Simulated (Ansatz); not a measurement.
# C2H5BS: how energies converge with the basis set

The task here is to estimate one member of a computed series from the others.

The runs use Ansatz 0.2.0, Gaussian basis; one geometry, several basis sets.

The runs, in order: PBE0-D4/def2-SVP; ωB97M-V/def2-SVP; PBE0-D4/def2-QZVPP; ωB97M-V/def2-QZVPP; the functionals' def2-TZVPP values are taken from earlier runs.

## The relaxed structure

All runs share one geometry, relaxed beforehand with PBE0-D4 in a triple-zeta def2 set.

9 atoms, charge 0, spin multiplicity 1.

Atoms are counted from 1 here; the program's logs count them from 0.

Bond lengths: S1–C2 1.774 Å, S1–B3 1.967 Å, S1–H5 1.361 Å, C2–B3 1.543 Å, C2–C4 1.505 Å, C2–H6 1.080 Å, B3–C4 1.562 Å, B3–H7 1.185 Å, C4–H8 1.091 Å, C4–H9 1.089 Å. Angles: C2–S1–B3 48.4°, C2–S1–H5 102.4°, B3–S1–H5 106.5°, S1–C2–B3 72.4°, S1–C2–C4 103.2°, S1–C2–H6 120.5°, B3–C2–C4 61.7°, B3–C2–H6 145.4°, C4–C2–H6 132.7°, S1–B3–C2 59.3°, S1–B3–C4 93.0°, S1–B3–H7 121.5°, C2–B3–C4 58.0°, C2–B3–H7 142.6°, C4–B3–H7 145.1°, C2–C4–B3 60.4°, C2–C4–H8 118.6°, C2–C4–H9 114.0° and more.

Coordinates:

```
S     0.04130    0.41438   -1.62498
C     0.30189    0.79006    0.08959
B     0.77840   -0.65745   -0.14921
C    -0.41718   -0.32459    0.79993
H    -1.29261    0.14838   -1.66593
H     0.59468    1.78364    0.39468
H     1.75256   -1.31649   -0.29025
H    -1.46728   -0.50292    0.56308
H    -0.20326   -0.38132    1.86599
```

Set-up of the first run:

in.yaml

```yaml
crystal:
  periodic: [false, false, false]
  atoms:
    - {symbol: S, position_ang: [0.041301, 0.414377, -1.624978]}
    - {symbol: C, position_ang: [0.301888, 0.790064, 0.089592]}
    - {symbol: B, position_ang: [0.778402, -0.657447, -0.149210]}
    - {symbol: C, position_ang: [-0.417178, -0.324593, 0.799927]}
    - {symbol: H, position_ang: [-1.292613, 0.148375, -1.665935]}
    - {symbol: H, position_ang: [0.594682, 1.783642, 0.394680]}
    - {symbol: H, position_ang: [1.752556, -1.316486, -0.290250]}
    - {symbol: H, position_ang: [-1.467276, -0.502915, 0.563080]}
    - {symbol: H, position_ang: [-0.203262, -0.381318, 1.865994]}
basis:
  gaussian: {orbitals: def2-SVP}
hamiltonian: {xc: pbe0, dispersion: d4}
output: {orbitals: {seedname: orbitals}}
```

Started as:

```
$ ansatz run in.yaml --threads 2 --pin off --events-out ev --progress --plain --max-ram 4352MiB
```

Steps of the session up to this table: PBE0-D4 in def2-SVP; ωB97M-V in def2-SVP; PBE0-D4 in def2-QZVPP; ωB97M-V in def2-QZVPP.

One table of the session follows, with a row left open; its other results are not shown here.

It belongs to the step «Density functionals: the series». 

```
functional       basis  HOMO (eV)  LUMO (eV)
   PBE0-D4    def2-SVP      -7.01       0.51
   PBE0-D4  def2-TZVPP      -7.05       0.12
   PBE0-D4  def2-QZVPP          ?          ?
   ωB97M-V    def2-SVP      -9.20       2.55
   ωB97M-V  def2-TZVPP      -9.26       2.05
   ωB97M-V  def2-QZVPP      -9.28       1.60
```

**Question.** Estimate the row for PBE0-D4, def2-QZVPP.

**Answer.** HOMO (eV): -7.07; LUMO (eV): -0.02. In the column «HOMO (eV)» it lies between ωB97M-V, def2-SVP (-9.20) and PBE0-D4, def2-TZVPP (-7.05).
